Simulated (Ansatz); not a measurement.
**BiTe: band structure with PBE**

Crystal: BiTe.

```xyz
2
Lattice="2.4227 1.3988 3.3173 -2.4227 1.3988 3.3173 0.0000 -2.7975 3.3173" Properties=species:S:1:pos:R:3 pbc="T T T"
Bi    0.0000    0.0000    4.9759
Te    0.0000    0.0000    0.0000
```

The cell comes from a database or a generator and needn't be the stable form of this composition.

```json
{
 "Program": "Ansatz 0.2.0",
 "Task": "band structure",
 "Functional": "PBE",
 "Potentials or basis": "all-electron LAPW, scalar-relativistic",
 "Cutoff": "174 eV (chosen from the basis error)",
 "Basis error allowed": "0.001 eV/atom",
 "k mesh": "7 × 7 × 7",
 "Occupations": "fermi-dirac, width 0.05 eV",
 "Spin": "no spin polarisation"
}
```

| Item | Value |
| --- | --- |
| Pressure | 0.2 GPa |
| Band gap along the path | none (metal or under the smearing width) |

Stress tensor (GPa, compression positive):
```
0.20 0.00 0.00
0.00 0.20 0.00
0.00 0.00 0.11
```

Levels at the corners of the path, in eV from the Fermi level:
```csv
point,band 28,band 29,band 30,band 31,band 32,band 33,band 34,band 35
Γ,-2.92,-2.92,-1.62,1.87,2.50,2.50,4.07,4.07
L,-1.87,-1.83,-1.04,-0.97,-0.62,0.30,6.73,6.85
B1,-4.88,-4.87,-1.77,-0.62,3.19,3.57,5.52,5.71
```

Run time: 15 s on 1 thread of Intel(R) Xeon(R) Processor @ 2.70GHz, with other jobs on the host, peak memory 0.38 GiB.

Caveat: spin-orbit coupling is left out, which moves the levels of the heavy elements.
